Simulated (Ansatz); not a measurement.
# Al4Cu: the cost of one run

Method: DFT PBE, scalar-relativistic, plane waves, PAW, in Ansatz 0.2.0.

1 further run of the same task is left out (it didn't finish). Runs told in other sessions of the task aren't counted.

## Step 1: The system as given

Symmetry: P-6m2, No. 187, hexagonal system. The conventional cell has a = 2.824 Å, b = 2.824 Å, c = 22.431 Å, α = 90.00°, β = 90.00°, γ = 120.00°. Around Al (site symmetry 3m) lie 12 Al at 2.82 to 2.90 Å. Al (site symmetry 3m) has 3 Cu at 2.62 Å and 9 Al at 2.82 to 2.88 Å in its first shell of neighbours. Al (site symmetry -6m2) is surrounded by 6 Cu at 2.59 Å and 6 Al at 2.82 Å. Al (site symmetry -6m2) has 12 Al at 2.82 to 2.88 Å in its first shell of neighbours. Around Cu (site symmetry 3m) lie 6 Al at 2.59 to 2.62 Å and 6 Cu at 2.82 Å.

Structure file:

```cif
data_structure
_symmetry_space_group_name_H-M 'P 1'
_symmetry_Int_Tables_number 1
_cell_length_a 2.8241
_cell_length_b 2.8241
_cell_length_c 22.4309
_cell_angle_alpha 90.000
_cell_angle_beta 90.000
_cell_angle_gamma 120.000
_cell_volume 154.93
loop_
_atom_site_label
_atom_site_type_symbol
_atom_site_fract_x
_atom_site_fract_y
_atom_site_fract_z
_atom_site_occupancy
Al1 Al 0.33333 0.66667 0.89405 1
Al2 Al 0.33333 0.66667 0.10595 1
Al3 Al 0.33333 0.66667 0.31869 1
Al4 Al 0.33333 0.66667 0.50000 1
Al5 Al 0.33333 0.66667 0.68131 1
Al6 Al 0.66667 0.33333 0.00000 1
Al7 Al 0.66667 0.33333 0.21281 1
Al8 Al 0.66667 0.33333 0.78719 1
Cu1 Cu 0.66667 0.33333 0.41005 1
Cu2 Cu 0.66667 0.33333 0.58995 1
```

The start is the relaxed end of an invented cell (made as: elements ordered on the sites of the Zn type, Cu/Al on Zn (P-6m2, No. 187)), taken up again for a closer look.

## Step 2: The guess as it stands, on a coarse mesh

Input file input.yaml:

```yaml
crystal:
  lattice:
    - [2.8240861, 0.0, 0.0]
    - [-1.412043, 2.4457303, 0.0]
    - [0.0, 0.0, 22.4309483]
  atoms:
    - { symbol: Al, position: [0.3333333, 0.6666667, 0.894049] }
    - { symbol: Al, position: [0.3333333, 0.6666667, 0.105951] }
    - { symbol: Al, position: [0.3333333, 0.6666667, 0.318691] }
    - { symbol: Al, position: [0.3333333, 0.6666667, 0.5] }
    - { symbol: Al, position: [0.3333333, 0.6666667, 0.681309] }
    - { symbol: Al, position: [0.6666667, 0.3333333, 0.0] }
    - { symbol: Al, position: [0.6666667, 0.3333333, 0.212814] }
    - { symbol: Al, position: [0.6666667, 0.3333333, 0.787186] }
    - { symbol: Cu, position: [0.6666667, 0.3333333, 0.410054] }
    - { symbol: Cu, position: [0.6666667, 0.3333333, 0.589946] }
basis:
  ecutwfc: 420
kpoints:
  mp_grid: { grid: [6, 6, 1] }
hamiltonian:
  xc: pbe
scf:
  occupations: { method: gaussian, width: 0.1 }
  lower_state_search: "off"
output:
  forces: true
  stress: true
  eigenvalues: true
```

Launch:

```sh
> ansatz run input.yaml --threads 4 --pin off --max-ram 8192MiB --backend cpu --events-out ev --progress --plain --runs-dir out
```

**Question.** How long does this run take on 4 threads of Arm Neoverse V1, shared host, and how much memory does it need?

About 1.7 s, with a peak of 0.42 GiB.
